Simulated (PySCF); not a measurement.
# C3H11ClGeSi: the cost of one run

Computed with PySCF 2.14.0, with density-fitted response routines of our own, on a single molecule in the gas phase. Atoms are numbered from 0 throughout.

**1. The molecule as given**

17 atoms, charge 0, multiplicity 1; geometry from: GFN2-xTB.

Bonds of the start (Å): C0–C1 1.52, C1–Ge2 1.98, Ge2–C3 1.99, C3–Si4 1.89, Si4–Cl5 2.02, C0–H6 1.09, C0–H7 1.09, C0–H8 1.09, C1–H9 1.09, C1–H10 1.09, Ge2–H11 1.51, Ge2–H12 1.50, C3–H13 1.09, C3–H14 1.09, Si4–H15 1.46, Si4–H16 1.46.

**2. TDDFT and polarisability: B3LYP/def2-SVPD**

What the job is given:

```
{"job": {"kind": "uv", "xc": "B3LYP", "basis": "def2-SVPD", "nstates": 8, "ntriplets": 3}, "charge": 0, "multiplicity": 1}
C     -2.138847    -0.454765    -0.158156
C     -1.363633     0.574486     0.653126
Ge     0.120921     1.386891    -0.376555
C      1.348907     0.023591    -1.135385
Si     1.991536    -1.208288     0.152712
Cl     2.270201    -0.196861     1.874433
H     -2.543669    -0.000384    -1.061422
H     -2.967598    -0.862802     0.418722
H     -1.491463    -1.279089    -0.453886
H     -2.040132     1.364672     0.982526
H     -0.958822     0.110139     1.553428
H     -0.434821     2.195146    -1.530165
H      0.892552     2.365551     0.467126
H      2.183999     0.546896    -1.599919
H      0.836363    -0.510002    -1.934819
H      3.275436    -1.779678    -0.250917
H      1.012074    -2.263473     0.414495
```

Level: TDDFT B3LYP/def2-SVPD, vertical, gas phase, core orbitals frozen in the response.

Run with:

```sh
> OMP_NUM_THREADS=1 python probes_run.py task.json out
```

The driver reads the jobs from task.json and runs them one after another.

**Question.** How long does this job take on 1 thread of Arm Neoverse N1, shared host, and how much memory does it need?

About 1.8 min, with a peak of 0.92 GiB.
